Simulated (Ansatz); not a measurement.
# C2H5BSi: the cost of one run

Method: RKS PBE0-D4/6-31G*, in Ansatz 0.2.0.

## 1. Starting point

Bond lengths: C1–C2 1.488 Å, C2–Si3 1.823 Å, C2–B4 1.469 Å, Si3–B4 1.898 Å, C1–H5 1.092 Å, C1–H6 1.092 Å, C1–H7 1.093 Å, Si3–H8 1.460 Å, B4–H9 1.163 Å. Angles (14 of 15 angles, heavy atoms first): C1–C2–Si3 144.2°, C1–C2–B4 146.4°, Si3–C2–B4 69.5°, C2–Si3–B4 46.5°, C2–B4–Si3 64.1°, C2–C1–H5 111.8°, C2–C1–H6 111.0°, C2–C1–H7 110.2°, C2–Si3–H8 128.4°, B4–Si3–H8 174.9°, C2–B4–H9 150.2°, Si3–B4–H9 145.7°, H5–C1–H6 108.5°, H5–C1–H7 107.5°.

As a file:

```xyz
9

C     0.0975    0.9954   -0.9295
C    -0.0708   -0.0199    0.1451
Si    0.2864   -1.7432    0.6191
B    -0.5881   -0.3021    1.4910
H     0.0499    0.5463   -1.9235
H    -0.6714    1.7674   -0.8616
H     1.0701    1.4861   -0.8365
H     0.9706   -2.7741   -0.1555
H    -1.1443    0.0440    2.4514
```

## 2. End point A

input.yaml reads:

```yaml
crystal:
  periodic: [false, false, false]
  atoms:
    - { symbol: C, position_ang: [0.09754, 0.99542, -0.9295] }
    - { symbol: C, position_ang: [-0.07078, -0.01987, 0.14508] }
    - { symbol: Si, position_ang: [0.2864, -1.7432, 0.61907] }
    - { symbol: B, position_ang: [-0.58809, -0.30209, 1.49105] }
    - { symbol: H, position_ang: [0.04989, 0.5463, -1.92353] }
    - { symbol: H, position_ang: [-0.67145, 1.76741, -0.86156] }
    - { symbol: H, position_ang: [1.07015, 1.48612, -0.83652] }
    - { symbol: H, position_ang: [0.97059, -2.77408, -0.15553] }
    - { symbol: H, position_ang: [-1.14427, 0.04399, 2.45143] }
basis:
  gaussian: { orbitals: "6-31G*" }
hamiltonian:
  xc: pbe0
  dispersion: d4
relax:
  f_tol: 0.015
  max_steps: 40
output:
  orbitals: {}
```

The run is started by

```bash
$ ansatz run input.yaml --threads 1 --pin off --max-ram 2048MiB --backend cpu --events-out ev --progress --plain --runs-dir out
```

What time and memory should one allow on 1 thread of Arm Neoverse V2, shared host?

About 20 s, with a peak of 0.14 GiB.
